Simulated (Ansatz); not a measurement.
# Ge2Cl: the cost of one run

Method: DFT PBE, scalar-relativistic, plane waves, PAW, in Ansatz 0.2.0.

## Step 1: Starting point

Symmetry: P4/nmm, No. 129, tetragonal system. Conventional cell: a = 4.206 Å, b = 4.206 Å, c = 6.418 Å, α = 90.00°, β = 90.00°, γ = 90.00°. Ge (site symmetry -4m2) is surrounded by 8 Ge at 2.73 to 2.97 Å and 4 Cl at 2.85 Å. Ge (site symmetry 4mm) has 4 Ge at 2.73 Å and 5 Cl at 2.76 to 2.98 Å as nearest neighbours. Cl (site symmetry 4mm) is surrounded by 9 Ge at 2.76 to 2.98 Å.

As a file:

```xyz
6
Lattice="4.2064 0.0000 0.0000 0.0000 4.2064 0.0000 0.0000 0.0000 6.4182" Properties=species:S:1:pos:R:3 pbc="T T T"
Ge    0.0000    0.0000    0.0000
Ge    2.1032    2.1032    0.0000
Ge    0.0000    2.1032    1.7329
Ge    2.1032    0.0000    4.6853
Cl    0.0000    2.1032    4.4927
Cl    2.1032    0.0000    1.9255
```

This is candidate A: Cu2Sb type (P4/nmm, No. 129).

(A quick probe on a coarse mesh, which set the mesh and smearing, is not shown.)

## Step 3: Rough relaxation on the coarse mesh (candidate A)

input.yaml

```yaml
crystal:
  lattice:
    - [4.2064422335, 0.0, 0.0]
    - [0.0, 4.2064422335, 0.0]
    - [0.0, 0.0, 6.4181963037]
  atoms:
    - { symbol: Ge, position: [0.0, 0.0, 0.0] }
    - { symbol: Ge, position: [0.5, 0.5, 0.0] }
    - { symbol: Ge, position: [0.0, 0.5, 0.27] }
    - { symbol: Ge, position: [0.5, 0.0, 0.73] }
    - { symbol: Cl, position: [0.0, 0.5, 0.7] }
    - { symbol: Cl, position: [0.5, 0.0, 0.3] }
basis:
  ecutwfc: 420
kpoints:
  mp_grid: { grid: [4, 4, 4] }
hamiltonian:
  xc: pbe
scf:
  occupations: { method: gaussian, width: 0.1 }
  lower_state_search: "off"
output:
  forces: true
  stress: true
  eigenvalues: true
relax:
  adjacent_minimum: "off"
  f_tol: 0.04
  max_steps: 70
  cell: { stress_tol: 0.4 }
```

Command:

```console
$ ansatz run input.yaml --threads 1 --pin off --max-ram 2560MiB --backend cpu --events-out ev --progress --plain --runs-dir out
```

**Question.** How long does this run take on 1 thread of Intel Xeon Platinum 8259CL at 2.50GHz (Skylake/Cascade Lake), shared host, and how much memory does it need?

About 1.9 min, with a peak of 0.49 GiB.
